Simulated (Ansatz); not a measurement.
**TaH₃O₄: one species, many methods**

An exercise on one series of results from a longer session: the logs are not shown, and one member is left open.

Method: functionals in def2-TZVPP, the program's frozen cores in correlated methods; program: Ansatz 0.2.0, Gaussian basis.

Plan: LDA (SPW92), PBE-D4, revPBE-D4, BLYP-D4, r2SCAN-D4, B97M-V, PBE0-D4, B3LYP-D4, r2SCANh-D4, r2SCAN0-D4, HSE06-D4, BHLYP-D4, CAM-B3LYP-D4, LC-ωPBE, ωB97X-V, ωB97M-V, B2PLYP, PBE-QIDH; CCSD(T)/def2-SVP; CCSD(T)/def2-TZVPP; MP2/def2-QZVPP; extrapolation to the limit; RPA on PBE.

**Structure used throughout**

The geometry comes from an earlier relaxation with PBE0-D4 in a triple-zeta def2 set; it is a stationary point, not always the lowest conformer. Ta takes the def2 core potential; no spin-orbit term is included.

SMILES `[O]=[Ta]([OH])([OH])[OH]`, 8 atoms, charge 0, spin multiplicity 1.

Atoms are counted from 1 here; the program's logs count them from 0.

Bond lengths: O1–Ta2 1.720 Å, Ta2–O3 1.909 Å, Ta2–O4 1.909 Å, Ta2–O5 1.909 Å, O3–H6 0.955 Å, O4–H7 0.955 Å, O5–H8 0.955 Å. Angles: O1–Ta2–O3 107.4°, O1–Ta2–O4 107.4°, O1–Ta2–O5 107.4°, O3–Ta2–O4 111.5°, O3–Ta2–O5 111.5°, O4–Ta2–O5 111.5°, Ta2–O3–H6 135.2°, Ta2–O4–H7 135.3°, Ta2–O5–H8 135.3°.

The first run:

Input file in.yaml:

```yaml
crystal:
  periodic: [false, false, false]
  atoms:
    - {symbol: O, position_ang: [-0.357799, -1.472688, 1.658496]}
    - {symbol: Ta, position_ang: [-0.075279, -0.351579, 0.384444]}
    - {symbol: O, position_ang: [1.724578, 0.260910, 0.553630]}
    - {symbol: O, position_ang: [-1.323190, 1.077082, 0.596071]}
    - {symbol: O, position_ang: [-0.346572, -1.279662, -1.261222]}
    - {symbol: H, position_ang: [2.278192, 0.878842, 0.079750]}
    - {symbol: H, position_ang: [-1.521316, 1.881422, 0.119988]}
    - {symbol: H, position_ang: [-0.286512, -1.051427, -2.187060]}
basis:
  gaussian: {orbitals: def2-TZVPP}
hamiltonian: {xc: lda}
output: {orbitals: {seedname: orbitals}}
```

Run with:

```
$ ansatz run in.yaml --threads 4 --pin off --events-out ev --progress --plain --max-ram 10444MiB
```

Among the steps run: LDA; PBE-D4 (GGA); revPBE-D4 (GGA); BLYP-D4 (GGA); r2SCAN-D4 (meta-GGA); B97M-V (meta-GGA); B3LYP-D4 (hybrid); r2SCANh-D4 (hybrid); r2SCAN0-D4 (hybrid); HSE06-D4 (hybrid); BHLYP-D4 (hybrid); CAM-B3LYP-D4 (range-separated); LC-ωPBE (range-separated); ωB97X-V (range-separated); ωB97M-V (range-separated); B2PLYP (double hybrid); PBE-QIDH (double hybrid).

One of the session's tables, all rows but one given; the rest of the session is left out.

It belongs to the step «Orbital energies across the functionals». 

```
  functional  HOMO (eV)  gap (eV)
 LDA (SPW92)      -7.19      5.67
      PBE-D4      -6.96      5.64
   revPBE-D4      -6.87      5.65
     BLYP-D4          ?         ?
   r2SCAN-D4      -7.29      6.30
      B97M-V      -7.33      6.10
     PBE0-D4      -8.54      7.94
    B3LYP-D4      -8.27      7.33
  r2SCANh-D4      -7.89      7.23
  r2SCAN0-D4      -8.78      8.51
    HSE06-D4      -8.13      7.18
    BHLYP-D4     -10.02      9.91
CAM-B3LYP-D4     -10.00     10.05
     LC-ωPBE     -11.35     12.65
     ωB97X-V     -10.99     12.10
     ωB97M-V     -10.94     11.60
```

Q: Estimate the row for BLYP-D4 from the others.

Worked estimate for «HOMO (eV)». Against the share of exact exchange, B3LYP-D4 (0.2, -8.27), BHLYP-D4 (0.5, -10.02) give a slope of -5.83 per unit share; at 0 the line stands at -7.10.

**Answer.** HOMO (eV): -6.84; gap (eV): 5.48. In «HOMO (eV)» the line misses by -0.26.
